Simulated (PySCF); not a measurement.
**SnSiH3ClO (SMILES [SiH3][O][Sn][Cl]) at 3 levels**

We compute a comparison of 3 runs (PBE0/def2-SVP, B2PLYP/def2-TZVP, TPSS/def2-TZVP) of SnSiH3ClO. 

The calculation is run with PySCF 2.14.0.

## Step 1: Starting point

The species is SnSiH3ClO (7 atoms), meant as a singlet with charge 0. SMILES: `[SiH3][O][Sn][Cl]`. The shape is that of a PBE0-D4/def2-TZVP optimisation. This is one conformer, not always the lowest.

Bond lengths: Si1–O2 1.642 Å, O2–Sn3 1.963 Å, Sn3–Cl4 2.379 Å, Si1–H5 1.487 Å, Si1–H6 1.487 Å, Si1–H7 1.487 Å. Angles: Si1–O2–Sn3 140.0°, O2–Sn3–Cl4 96.9°, O2–Si1–H5 111.1°, O2–Si1–H6 108.3°, O2–Si1–H7 111.0°, H5–Si1–H6 108.8°, H5–Si1–H7 108.8°, H6–Si1–H7 108.8°.

## Step 2: Energy and forces at PBE0/def2-SVP (core potential) (run 1)

File job.py:

```python
# [SiH3][O][Sn][Cl]
import pyscf.grad
from pyscf import gto, dft

molecule = gto.M(
    atom='''
Si       0.025100       0.948700       0.131900
O       -0.000800      -0.428100       1.026700
Sn      -0.034800      -2.376500       0.787400
Cl      -0.028200      -2.372800      -1.591800
H       -1.175600       1.041700      -0.741200
H        0.032300       2.109500       1.061000
H        1.243100       1.009500      -0.719700
''',
    charge=0,
    ecp={'Sn': 'def2-svp'},
    verbose=3,
    basis='def2-svp',
    max_memory=1860,
)

ks = dft.RKS(molecule)
ks.xc = 'pbe0'
ks.conv_tol = 1e-10
ks.grids.level = 5
ks.kernel()
if not ks.converged:
    ks = ks.newton().run(ks.mo_coeff, ks.mo_occ)

e_tot = ks.e_tot
print('E = %.10f Eh' % e_tot)
grad = ks.Gradients().kernel()
ks.analyze()
```

Run with:

```
$ OMP_NUM_THREADS=1 python job.py
```

The log of the run:

```text
converged SCF energy = -1040.48198658715
[... 22 lines left out ...]
MO #11  energy= -3.67696626238081  occ= 2
[... 15 lines left out ...]
MO #27  energy= -0.388244854337193 occ= 2
[... 15 lines left out ...]
MO #43  energy= 0.257745849176243  occ= 0
[... 15 lines left out ...]
MO #59  energy= 0.809087634658026  occ= 0
[... 15 lines left out ...]
MO #75  energy= 1.54400045823611   occ= 0
[... 15 lines left out ...]
MO #91  energy= 51.8201417408567   occ= 0
[... 8 lines left out ...]
Dipole moment(X, Y, Z, Debye): -0.03599, -1.67424,  2.09065
```

Run time: 60 s. Hardware: 1 thread of Intel Xeon at 2.50GHz (Skylake/Cascade Lake), shared host; peak memory 0.89 GiB.

## Step 3: The energy at B2PLYP/def2-TZVP (core potential) (run 2)

File input.py:

```python
# [SiH3][O][Sn][Cl]
from pyscf import gto, dft, mp

system = gto.Mole()
system.atom = [
    ('Si', (0.025100, 0.948700, 0.131900)),
    ('O', (-0.000800, -0.428100, 1.026700)),
    ('Sn', (-0.034800, -2.376500, 0.787400)),
    ('Cl', (-0.028200, -2.372800, -1.591800)),
    ('H', (-1.175600, 1.041700, -0.741200)),
    ('H', (0.032300, 2.109500, 1.061000)),
    ('H', (1.243100, 1.009500, -0.719700)),
]
system.basis = 'def2-tzvp'
system.max_memory = 1860
system.verbose = 4
system.ecp = {'Sn': 'def2-svp'}
system.build()

ks = dft.RKS(system)
ks.xc = '0.53*HF + 0.47*B88, 0.73*LYP'
ks.conv_tol = 1e-10
ks.grids.level = 5
ks.kernel()
if not ks.converged:
    ks = ks.newton().run(ks.mo_coeff, ks.mo_occ)

pt = mp.MP2(ks, frozen=15).run()
etot = ks.e_tot + 0.27 * pt.e_corr
print('PT2 part  %.8f' % (0.27 * pt.e_corr))
print('E(%s) = %.9f' % ('B2PLYP', etot))
ks.analyze()
```

Run with:

```
$ OMP_NUM_THREADS=1 python input.py
```

The log of the run:

```text
PySCF version 2.14.0

[... 122 lines left out ...]
MO #18  energy= -1.18508187287509  occ= 2
[... 30 lines left out ...]
MO #49  energy= 0.27543469615261   occ= 0
[... 30 lines left out ...]
MO #80  energy= 0.962033702172396  occ= 0
[... 30 lines left out ...]
MO #111 energy= 2.02484391135138   occ= 0
[... 30 lines left out ...]
MO #142 energy= 2.96232328974203   occ= 0
[... 30 lines left out ...]
MO #173 energy= 112.983766628695   occ= 0
[... 183 lines left out ...]
Dipole moment(X, Y, Z, Debye): -0.03956, -1.82334,  2.41013
```

It took 92 s on 1 thread of Intel Xeon at 2.50GHz (Skylake/Cascade Lake), shared host; peak memory 1.5 GiB.

## Step 4: Energy and gradient at TPSS/def2-TZVP (core potential) (run 3)

File start.xyz:

```xyz
7

Si     0.025100     0.948700     0.131900
O     -0.000800    -0.428100     1.026700
Sn    -0.034800    -2.376500     0.787400
Cl    -0.028200    -2.372800    -1.591800
H     -1.175600     1.041700    -0.741200
H      0.032300     2.109500     1.061000
H      1.243100     1.009500    -0.719700
```

File calc.py:

```python
import pyscf.grad
from pyscf import gto, dft

mol = gto.M(
    atom='start.xyz',
    verbose=3,
    ecp={'Sn': 'def2-svp'},
    max_memory=1860,
    spin=0,
    basis='def2-tzvp',
)

ks = dft.RKS(mol, xc='tpss')
ks.grids.level = 5
ks.conv_tol = 1e-10
ks.kernel()
if not ks.converged:
    ks = ks.newton().run(ks.mo_coeff, ks.mo_occ)

e_final = ks.e_tot
print(f'total energy: {e_final:.8f} hartree')
grad = ks.Gradients().kernel()
dip = ks.dip_moment()
pop, q = ks.mulliken_pop()
```

Run with:

```
$ OMP_NUM_THREADS=1 python calc.py
```

The log of the run:

```text
converged SCF energy = -1041.17856376396
total energy: -1041.17856376 hartree
[... 10 lines left out ...]
Dipole moment(X, Y, Z, Debye): -0.03530, -1.62699,  2.22555
[... 181 lines left out ...]
charge of    6H =     -0.04871
```

Wall time 5.3 min (1 thread of Intel Xeon at 2.50GHz (Skylake/Cascade Lake), shared host); peak memory 2.3 GiB.

## Step 5: All runs side by side

| run | level | task | frozen core orbitals | energy (Eh) | dipole moment (D) | HOMO energy (eV) | LUMO energy (eV) | wall time |
| --- | --- | --- | --- | --- | --- | --- | --- | --- |
| 1 | PBE0/def2-SVP (core potential) | gradient | – | -1040.481987 | 2.68 | -8.01 | -2.68 | 60 s |
| 2 | B2PLYP/def2-TZVP (core potential) | energy | 15 | -1040.700108 | 3.02 | -9.01 | -1.81 | 92 s |
| 3 | TPSS/def2-TZVP (core potential) | gradient | – | -1041.178564 | 2.76 | -7.11 | -3.38 | 5.3 min |

## Step 6: Outcome

| quantity | value |
| --- | --- |
| run 3: total energy | -1041.17856 Eh |
| run 3: dipole moment | 2.76 D |
| run 3: HOMO energy | -7.11 eV |
| run 3: LUMO energy | -3.38 eV |
| run 3: HOMO–LUMO gap | 3.73 eV |
| run 3: largest force on an atom | 0.481 eV/Å |

**Reading.** The dipole moment (its size) runs from 2.68 D (PBE0/def2-SVP) to 3.02 D (B2PLYP/def2-TZVP). The two ends differ in method and basis. A double hybrid's value is that of its SCF part. The HOMO–LUMO gap runs from 3.73 eV (TPSS/def2-TZVP) to 7.20 eV (B2PLYP/def2-TZVP). Totals of different functionals can't be ranked against each other. All runs together took 7.8 min, the longest 5.3 min.
